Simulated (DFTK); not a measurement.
# HPbNO4 (P1) in DFTK: band structure with PBEsol

Aim: the band structure of HPbNO4 with PBEsol.

All numbers are computed with DFTK 0.8.2; they aren't measurements. Logs are shortened: lines on timing, memory, paths and dates and some standing lists are left out, and cuts for length are marked.

### 1 The structure

The typed cell holds 7 atoms: a = 4.275 Å, b = 5.609 Å, c = 5.670 Å, α = 100.02°, β = 111.92°, γ = 111.82°.

The cell was built by a generator and needn't be a form met in nature.

### 2 Band structure, PBEsol

The input, run.jl:

```julia
using DFTK
using PseudoPotentialData
using Unitful, UnitfulAtomic
using LinearAlgebra, Printf
include("save.jl")
setup_threading()

lines     = readlines("HPbNO4.xyz")
cell_ang  = reshape(parse.(Float64, split(match(r"Lattice=\"([^\"]+)\"", lines[2])[1])), 3, 3)
lattice   = austrip(1u"Å") * cell_ang
symbols   = [Symbol(split(l)[1]) for l in lines[3:end]]
positions = [round.(cell_ang \ parse.(Float64, split(l)[2:4]); digits=9) for l in lines[3:end]]
pseudopotentials = PseudoFamily("dojo.nc.sr.pbesol.v0_4_1.standard.upf")
elements = Dict(s => ElementPsp(s, pseudopotentials) for s in unique(symbols))
atoms    = [elements[s] for s in symbols]

build_model(lattice, positions; symmetries=true) =
    model_DFT(lattice, atoms, positions;
              functionals=PBEsol(),
              temperature=austrip(0.05u"eV"),
              smearing=Smearing.FermiDirac(),
              symmetries)
Ecut  = 42.0  # hartree
kgrid = [5, 4, 4]
tol   = 1e-6
to_GPa = ustrip(uconvert(u"GPa", 1u"hartree/bohr^3"))

model = build_model(lattice, positions)
basis = PlaneWaveBasis(model; Ecut, kgrid)
display(basis)
scfres = self_consistent_field(basis;
                               tol,
                               nbandsalg=AdaptiveBands(model; n_bands_converge=28))
display(scfres.energies)
@printf "Fermi level: %.6f eV\n" ustrip(auconvert(u"eV", something(scfres.εF, NaN)))
forces = compute_forces_cart(scfres)
println("Forces (eV/Å)")
for (s, f) in zip(symbols, forces)
    @printf "%-3s %12.6f %12.6f %12.6f\n" s ustrip.(auconvert.(u"eV/Å", f))...
end
stress = compute_stresses_cart(scfres)
println("Stress (GPa)")
display(round.(stress * to_GPa; digits=4))
println("Levels at the first k-point (eV): ", round.(ustrip.(auconvert.(u"eV", scfres.eigenvalues[1][1:scfres.n_bands_converge])); digits=4))
save_scf!(scfres; forces, stress)

points = Dict("G" => [0.0, 0.0, 0.0], "L" => [0.0, 0.5, -0.5], "M" => [-0.5, 0.0, 0.0], "N" => [-0.5, 0.5, 0.5], "R" => [-0.5, 0.5, 0.0], "X" => [0.0, 0.5, 0.0], "Y" => [0.0, 0.0, -0.5], "Z" => [-0.5, 0.0, 0.5])
segments = [("X", "G", 5), ("G", "Y", 5), ("L", "G", 6), ("G", "Z", 7), ("N", "G", 8), ("G", "M", 7), ("R", "G", 7)]
kcoords = vcat([[points[a] + t * (points[b] - points[a]) for t in range(0, 1, n)] for (a, b, n) in segments]...)
bands = compute_bands(scfres, ExplicitKpoints(kcoords); n_bands=30, tol=1e-5)
for (k, ε) in zip(bands.basis.kpoints, bands.eigenvalues)
    @printf "%d %8.4f %8.4f %8.4f " k.spin k.coordinate...
    println(join([@sprintf("%9.4f", e) for e in ustrip.(auconvert.(u"eV", ε .- scfres.εF))]))
end
results["band_energies"] = rows(bands.eigenvalues); results["band_kpoints"] = rows(kcoords)
```

The input, HPbNO4.xyz:

```xyz
7
Lattice="4.2753100000 -0.0004000000 0.0063600000 -2.0839900000 5.2077500000 -0.0490700000 -2.1237700000 -1.8657400000 4.9149100000" Properties=species:S:1:pos:R:3 pbc="T T T"
H      2.2337777355     -1.5246896726      4.4769402172
Pb     0.1373037684      4.0030227777      0.6651586158
N     -2.0196638719      1.5310725570      2.4472697027
O      2.2736294008      4.7756428237      0.1022422496
O     -1.9904599792      2.6888932397      2.9560245799
O      2.2224836833      1.4101670486      1.1944924050
O     -2.0162553777      0.5080736977      3.1891922116
```

Potentials or basis: dojo.nc.sr.pbesol.v0_4_1.standard.upf (PBEsol).

Launch:

```
julia --threads=4 run.jl  # save.jl only writes the numbers to a file and isn't shown; printed stress counts tension as positive; times include loading and compiling
```

Standard output:

```text
PlaneWaveBasis discretization:

    Ecut                 : 42.0 Ha
    fft_size             : (50, 64, 72), 230400 total points
    kgrid                : MonkhorstPack([5, 4, 4])
    num.   red. kpoints  : 80
    num. irred. kpoints  : 80

    Discretized Model(gga_x_pbe_sol+gga_c_pbe_sol, 3D):
        lattice (in Bohr)    : [8.07916   , -3.93817  , -4.01334  ]
                               [-0.00075589, 9.84122   , -3.52574  ]
                               [0.0120187 , -0.0927289, 9.28783   ]
        unit cell volume     : 736.44 Bohr³

        atoms                : HNO₄Pb
        pseudopot. family    : PseudoFamily("dojo.nc.sr.pbesol.v0_4_1.standard.upf")

        num. electrons       : 44
        spin polarization    : none
        temperature          : 0.0018375 Ha
        smearing             : DFTK.Smearing.FermiDirac()

        terms                : Kinetic()
                               AtomicLocal()
                               AtomicNonlocal()
                               Ewald(nothing)
                               PspCorrection()
                               Hartree()
                               Xc(gga_x_pbe_sol, gga_c_pbe_sol)
                               Entropy()
n     Energy            log10(ΔE)   log10(Δρ)   Diag   Δtime
---   ---------------   ---------   ---------   ----   ------
  1   -146.6767090834                   -0.28    5.9    51.9s
  2   -146.9552594170       -0.56       -0.63    3.0    32.9s
  3   -146.9860616645       -1.51       -1.01    3.0    34.4s
  4   -146.9916408872       -2.25       -1.49    2.0    23.6s
  5   -146.9919971301       -3.45       -1.88    1.0    18.5s
  6   -146.9921012935       -3.98       -2.37    1.9    21.3s
  7   -146.9921179765       -4.78       -2.98    2.9    27.6s
  8   -146.9921195425       -5.81       -3.21    3.7    29.1s
  9   -146.9921196315       -7.05       -3.76    1.2    19.2s
 10   -146.9921196565       -7.60       -4.04    3.4    27.4s
 11   -146.9921196643       -8.11       -4.63    1.7    21.7s
 12   -146.9921196650       -9.16       -4.97    3.4    28.2s
 13   -146.9921196651       -9.90       -5.49    2.2    22.1s
 14   -146.9921196651      -10.90       -5.94    3.3    20.2s
 15   -146.9921196651      -11.86       -6.55    2.7    20.4s
Energy breakdown (in Ha):
    Kinetic             85.8854146
    AtomicLocal         -142.1438823
    AtomicNonlocal      -25.6617815
    Ewald               -79.5997974
    PspCorrection       4.4729149
    Hartree             49.5238752
    Xc                  -39.4688632
    Entropy             -0.0000000

    total               -146.992119665114
Fermi level: 1.081620 eV
Forces (eV/Å)
H       0.000357    -0.019088     0.011943
Pb      0.002153     0.176662    -0.139204
N      -0.002733    -0.040128     0.024090
O      -0.000092    -0.076612     0.051315
O      -0.008020    -0.299220    -0.064299
O       0.008598    -0.031116     0.304678
O      -0.000177     0.289406    -0.188454
Stress (GPa)
3×3 StaticArraysCore.SMatrix{3, 3, Float64, 9} with indices SOneTo(3)×SOneTo(3):
 1.8936  0.009   0.0262
 0.009   2.557   0.1223
 0.0262  0.1223  2.6537
Levels at the first k-point (eV): [-26.262, -20.7552, -20.7318, -17.8625, -15.4763, -15.4721, -15.3959, -15.3655, -15.1886, -10.2201, -8.2836, -7.9194, -7.7867, -6.556, -3.5935, -3.5186, -2.8624, -2.5909, -2.3417, -2.3284, -1.234, -0.6641, 3.0527, 4.1127, 4.8486, 5.686, 7.0456, 8.6105]
1   0.0000   0.5000   0.0000  -27.3392 -21.8459 -21.8217 -18.9349 -16.5819 -16.5692 -16.4762 -16.4472 -16.2456 -11.0871  -9.3717  -9.0165  -8.8652  -8.1108  -5.1400  -4.3124  -4.0850  -3.3460  -2.9614  -2.8534  -2.3242  -2.1723   1.8194   2.6374   3.3913   6.0391   6.0842   6.6960   8.3522   8.9340
1   0.0000   0.3750   0.0000  -27.3399 -21.8443 -21.8207 -18.9362 -16.5785 -16.5671 -16.4764 -16.4472 -16.2490 -11.1213  -9.3708  -9.0122  -8.8710  -8.0375  -5.1171  -4.3216  -4.0463  -3.3597  -3.0305  -2.9997  -2.3629  -2.0473   1.8418   2.7124   3.3924   5.8301   6.0302   6.8861   8.3006   9.2005
1   0.0000   0.2500   0.0000  -27.3414 -21.8407 -21.8182 -18.9395 -16.5699 -16.5620 -16.4768 -16.4472 -16.2575 -11.1995  -9.3685  -9.0018  -8.8797  -7.8671  -5.0373  -4.3529  -3.9371  -3.4133  -3.3921  -3.1199  -2.3534  -1.8916   1.8956   2.8826   3.4304   5.3633   6.0027   7.1716   8.3521   9.6753
1   0.0000   0.1250   0.0000  -27.3430 -21.8378 -21.8150 -18.9428 -16.5612 -16.5565 -16.4773 -16.4471 -16.2664 -11.2727  -9.3662  -8.9988  -8.8751  -7.7037  -4.8770  -4.4351  -3.7948  -3.7769  -3.4235  -3.2841  -2.3271  -1.7845   1.9490   3.0043   3.5989   4.8750   5.9753   7.4122   8.5365   9.5853
1   0.0000   0.0000   0.0000  -27.3437 -21.8368 -21.8135 -18.9441 -16.5579 -16.5537 -16.4775 -16.4471 -16.2702 -11.3017  -9.3652  -9.0010  -8.8683  -7.6376  -4.6751  -4.6002  -3.9440  -3.6725  -3.4233  -3.4100  -2.3156  -1.7457   1.9711   3.0311   3.7670   4.6044   5.9640   7.5289   8.6404   9.3312
1   0.0000   0.0000   0.0000  -27.3437 -21.8368 -21.8135 -18.9441 -16.5579 -16.5537 -16.4775 -16.4471 -16.2702 -11.3017  -9.3652  -9.0010  -8.8683  -7.6376  -4.6751  -4.6002  -3.9440  -3.6725  -3.4233  -3.4100  -2.3156  -1.7457   1.9711   3.0311   3.7670   4.6044   5.9640   7.5289   8.6404   9.3312
[... 37 lines left out ...]
1  -0.0833   0.0833   0.0000  -27.3432 -21.8366 -21.8137 -18.9385 -16.5589 -16.5538 -16.4783 -16.4482 -16.2627 -11.3005  -9.3756  -9.0110  -8.8650  -7.6375  -4.9438  -4.6111  -3.9469  -3.5411  -3.4443  -3.2323  -2.2983  -1.7517   1.9536   3.0722   3.7766   4.5588   5.9777   7.5460   8.7024   9.3691
1   0.0000   0.0000   0.0000  -27.3437 -21.8368 -21.8135 -18.9441 -16.5579 -16.5537 -16.4775 -16.4471 -16.2702 -11.3017  -9.3652  -9.0010  -8.8683  -7.6376  -4.6751  -4.6002  -3.9440  -3.6725  -3.4233  -3.4100  -2.3156  -1.7457   1.9711   3.0311   3.7670   4.6044   5.9640   7.5289   8.6404   9.3312
```

Wall time 17 min (4 threads of Intel Xeon 6975P-C (Granite Rapids), shared host); peak memory 8.5 GiB.

Results:

```yaml
Free_energy: -3999.8593 eV
Pressure: -2.4 GPa
Largest_force: 0.345 eV/Å
Band_gap_on_the_k_mesh: 2.93 eV, indirect (least direct gap 3.15 eV)
Band_gap_along_the_path: 2.88 eV, indirect (least direct gap 3.18 eV)
```

Forces on the atoms (eV/Å):
```
H    0.000 -0.019  0.012
Pb   0.002  0.177 -0.139
N   -0.003 -0.040  0.024
O    0.000 -0.077  0.051
O   -0.008 -0.299 -0.064
O    0.009 -0.031  0.305
O    0.000  0.289 -0.188
```

Levels at the corners of the path, in eV from the valence-band top:
| point | band 19 | band 20 | band 21 | band 22 | band 23 | band 24 | band 25 | band 26 |
| --- | --- | --- | --- | --- | --- | --- | --- | --- |
| X | -1.61 | -1.50 | -0.97 | -0.82 | 3.17 | 3.99 | 4.74 | 7.39 |
| Γ | -2.07 | -2.06 | -0.96 | -0.39 | 3.32 | 4.38 | 5.12 | 5.96 |
| Y | -1.61 | -1.51 | -0.94 | -0.84 | 3.18 | 3.88 | 4.87 | 7.28 |
| L | -1.85 | -1.64 | -0.88 | -0.65 | 3.10 | 3.47 | 5.29 | 7.12 |
| Γ | -2.07 | -2.06 | -0.96 | -0.39 | 3.32 | 4.38 | 5.12 | 5.96 |
| Z | -2.10 | -0.77 | -0.45 | -0.35 | 2.88 | 5.19 | 5.23 | 5.79 |
| N | -2.02 | -1.11 | -0.71 | -0.03 | 3.17 | 4.15 | 5.37 | 5.85 |
| Γ | -2.07 | -2.06 | -0.96 | -0.39 | 3.32 | 4.38 | 5.12 | 5.96 |
| M | -2.02 | -1.13 | -0.72 | 0.00 | 3.18 | 4.14 | 5.35 | 5.89 |
| R | -2.11 | -0.78 | -0.45 | -0.33 | 2.89 | 5.18 | 5.25 | 5.78 |
| Γ | -2.07 | -2.06 | -0.96 | -0.39 | 3.32 | 4.38 | 5.12 | 5.96 |

Caveat: spin-orbit coupling is left out, which as a rule narrows the gap of such compounds by several tenths of an eV.

### 3 The reference run

An earlier run on the cell as given: functional PBE; potentials or basis dojo.nc.sr.pbe.v0_4_1.standard.upf (PBE); cutoff 1143 eV; k mesh 8 × 6 × 6; occupations fermi-dirac, width 0.05 eV; no spin polarisation.

* Pressure: 0.0 GPa
* Largest force: 0.210 eV/Å
* Band gap on the k mesh: 2.79 eV, indirect (least direct gap 3.13 eV)
